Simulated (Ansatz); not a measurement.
Write the native input for Ansatz 0.2.0 that does the following.

```
Task                : single point
Functional          : PBEsol
Potentials or basis : all-electron LAPW, scalar-relativistic
Cutoff              : 283 eV (chosen from the basis error)
Basis error allowed : 0.001 eV/atom
k mesh              : 7 × 7 × 7
Occupations         : fermi-dirac, width 0.05 eV
Spin                : no spin polarisation
```

Ir3Rh:

```
Ir Rh
1.0
     3.84034    0.00000    0.00000
     0.00000    3.84034    0.00000
     0.00000    0.00000    3.84034
Ir Rh
3 1
Direct
  0.50000 0.50000 0.00000
  0.00000 0.50000 0.50000
  0.50000 0.00000 0.50000
  0.00000 0.00000 0.00000
```

The cell comes from a database or a generator and needn't be the stable form of this composition.

These files were run (other wordings do the same):

input.yaml

```yaml
crystal:
  lattice:
    - [3.84033585, 0.0, 0.0]
    - [0.0, 3.84033585, 0.0]
    - [0.0, 0.0, 3.84033585]
  atoms:
    - { symbol: Ir, position: [0.5, 0.5, 0.0] }
    - { symbol: Ir, position: [0.0, 0.5, 0.5] }
    - { symbol: Ir, position: [0.5, 0.0, 0.5] }
    - { symbol: Rh, position: [0.0, 0.0, 0.0] }
kpoints:
  mp_grid: { grid: [7, 7, 7] }
scf:
  occupations: { method: fermi_dirac, width: 0.05 }
hamiltonian:
  xc: pbesol
  pseudopotentials: { kind: all_electron, lapw: { basis_error: 0.001 } }
output:
  forces: true
  stress: true
  eigenvalues: true
  populations: true
```

Potentials or basis: all-electron LAPW, scalar-relativistic.

Launch:

```sh
$ ansatz run input.yaml --threads 2 --pin off --max-ram 8192MiB --backend cpu --events-out ev --progress --plain --runs-dir out
```

Results of the run:

- Pressure: -6.2 GPa
- Band gap on the k mesh: none (metal or under the smearing width)

Wall time 28 s on 2 threads of Arm Neoverse V1, on a shared host, peak memory 0.57 GiB.
